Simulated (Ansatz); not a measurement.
**UB3LYP/6-31G(d) (spherical functions) run of BN (boron nitride)**

Aim: the electronic atomisation energy of BN (boron nitride) at UB3LYP/6-31G* (spherical functions), from 3 runs. 

The calculation is run with Ansatz 0.2.0.

32 further runs of the same task are left out: 32 set aside as unsound or not needed.

## Step 1: The system as given

The species is BN (2 atoms), meant as a triplet with charge 0. As SMILES, `B#N`. Geometry: relaxed at PBE0-D4/def2-TZVP.

Bond lengths: B1–N2 1.315 Å.

## Step 2: A single-point energy at UB3LYP/6-31G(d) (spherical functions)

Contents of input.yaml:

```yaml
crystal:
  periodic: [false, false, false]
  atoms:
    - {symbol: B, position_ang: [-0.000000, -0.000000, -0.023520]}
    - {symbol: "N", position_ang: [0.000000, 0.000000, 1.291950]}
basis:
  gaussian:
    orbitals: 6-31G_st_-spherical.json
output: {orbitals: {seedname: orbitals}}
hamiltonian:
  xc: {name: B3LYP}
accuracy: high
total_charge: 0
magnetization:
  spin_polarized: true
  initial_magnetization: 2
```

The basis set 6-31G* is read from a file made from the Basis Set Exchange's data (not shown).

Launch:

```sh
$ ansatz run input.yaml --threads 1 --pin off --max-ram 3480MiB --events-out events.jsonl --progress --plain --runs-dir runs
```

What it wrote:

```text
Warning: RAYON_NUM_THREADS=1 ignored (pool sized by the plan → 1); use --threads N
Functional definition: B3LYP
  name "B3LYP"
  parameter a0 = 0.2
  parameter ax = 0.72
  parameter ac = 0.81
  exchange = (1 - a0 - ax)*slater_x + ax*b88_x + a0*exact_x
  correlation = (1 - ac)*vwn_rpa_c + ac*lyp_c
538 factors; integrals over basis functions are off by at most 3.3e-9 eV
mean field evaluation 1: about -2157.0513 eV, gradient 2.8e1 eV
mean field evaluation 2: about -2127.6497 eV, gradient 7.3e1 eV
mean field evaluation 4: about -2160.8997 eV, gradient 1.0e0 eV
mean field evaluation 8: about -2160.9102 eV, gradient 5.1e-2 eV
mean field evaluation 16: about -2160.9103 eV, gradient 1.3e-5 eV
mean field -2160.91028792 eV, -79.4119883633 hartree, gradient 2.9e-8 eV, S^2 2.002481; 1 other end points of the search recorded, 0 dependent functions left out
reference -2160.91031086 eV, -79.4119892066 hartree; 7, 5 occupied and 21, 23 virtual orbitals, 538 factors
Total energy: -2160.91031086 eV, -79.4119892066 hartree
```

Wall time 1.2 s (1 thread of Arm Neoverse V1, shared host); peak memory 0.093 GiB.

## Step 3: The B atom at the same level

Contents of job.yaml:

```yaml
basis:
  gaussian:
    orbitals: 6-31G_st_-spherical.json
crystal:
  periodic: [false, false, false]
  atoms:
    - {symbol: B, position_ang: [0.000000, 0.000000, 0.000000]}
magnetization:
  spin_polarized: true
  initial_magnetization: 1
hamiltonian:
  xc: {name: B3LYP}
accuracy: high
```

The basis set 6-31G* is read from a file made from the Basis Set Exchange's data (not shown).

Run the same way, it converges to -24.65384 Eh (log not shown).

## Step 4: The N atom, same level

Contents of job.yaml:

```yaml
crystal:
  periodic: [false, false, false]
  atoms:
    - symbol: N
      position_ang: [0.000000, 0.000000, 0.000000]
basis:
  gaussian:
    orbitals: 6-31G_st_-spherical.json
accuracy: high
magnetization:
  spin_polarized: true
  initial_magnetization: 3
hamiltonian:
  xc: {name: B3LYP}
```

The basis set 6-31G* is read from a file made from the Basis Set Exchange's data (not shown).

Run the same way, it converges to -54.58288 Eh (log not shown).

## Step 5: Outcome

At UB3LYP/6-31G* (spherical functions):

```
                                    quantity         value
                      molecule: total energy  -79.41199 Eh
molecule: HOMO energy (highest over α and β)      -8.10 eV
 molecule: LUMO energy (lowest over α and β)      -5.29 eV
                              molecule: ⟨S²⟩         2.002
                        B atom: total energy  -24.65384 Eh
                                B atom: ⟨S²⟩         0.752
                        N atom: total energy  -54.58288 Eh
                                N atom: ⟨S²⟩         3.752
               electronic atomisation energy      4.770 eV
```

What this shows: Taking the molecule apart into free atoms costs 4.77 eV (110 kcal/mol), before zero-point energy and without spin-orbit coupling.
